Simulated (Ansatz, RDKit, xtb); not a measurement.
# CH11NSi3: ranking a sample of isomers

Which of a sample of isomers of CH11NSi3 is the most stable in the gas at 298.15 K, and what are its properties? The sample is small against all isomers, and the most stable one of this formula need not be in it.

Plan: many cheap relaxations first (GFN2-xTB), then density-functional screening, relaxation at r2SCAN-D4/def2-SVP, vibrations (at GFN2-xTB) and a final energy. The numbers are computed, not measured.

### 1 Candidates

Isomers were taken from a list of plausible structures; this is a sample, not all of them. That gives 5 candidates.

```csv
label,SMILES,spin
c390,C[Si@@H](N)[SiH2][SiH3],singlet
c446,C[SiH2][SiH2][SiH2]N,singlet
c801,C[Si](N)([SiH3])[SiH3],singlet
c836,C[Si@@H]([SiH3])[SiH2]N,singlet
c996,C[SiH2][Si@@H](N)[SiH3],singlet
```

Candidates are built by distance geometry, with a force field where one applies, in up to four conformers (letters a to d).

Q: Predict the outcome of this search (final energies at CCSD(T)/def2-SVP + MP2/def2-TZVPP - MP2/def2-SVP).

| quantity | value |
| --- | --- |
| lowest structure found | C[Si@@H](N)[SiH2][SiH3], singlet |
| next finalist | C[Si](N)([SiH3])[SiH3], singlet, 1.6 kcal/mol higher in G |
| share at equilibrium, among the finalists | 89.8 % |

The search ends on `C[Si@@H](N)[SiH2][SiH3]`. The margin, 1.6 kcal/mol, is modest. HF/STO-3G, r2SCAN-D4/def2-SVP, r2SCAN-D4/def2-SVP, relaxed and HF/def2-SVP already put its bonding pattern lowest among the structures in one piece; GFN2-xTB and MP2/def2-SVP favour the singlet C[SiH2][SiH2][SiH2]N. 7 minima inside the window were never screened. The search is not exhaustive (a finite list of starts, one conformer a finalist), so a lower isomer can't be ruled out. Only 5 drawn patterns were tried, so whole families of isomers are missing, and the result ranks this sample alone.
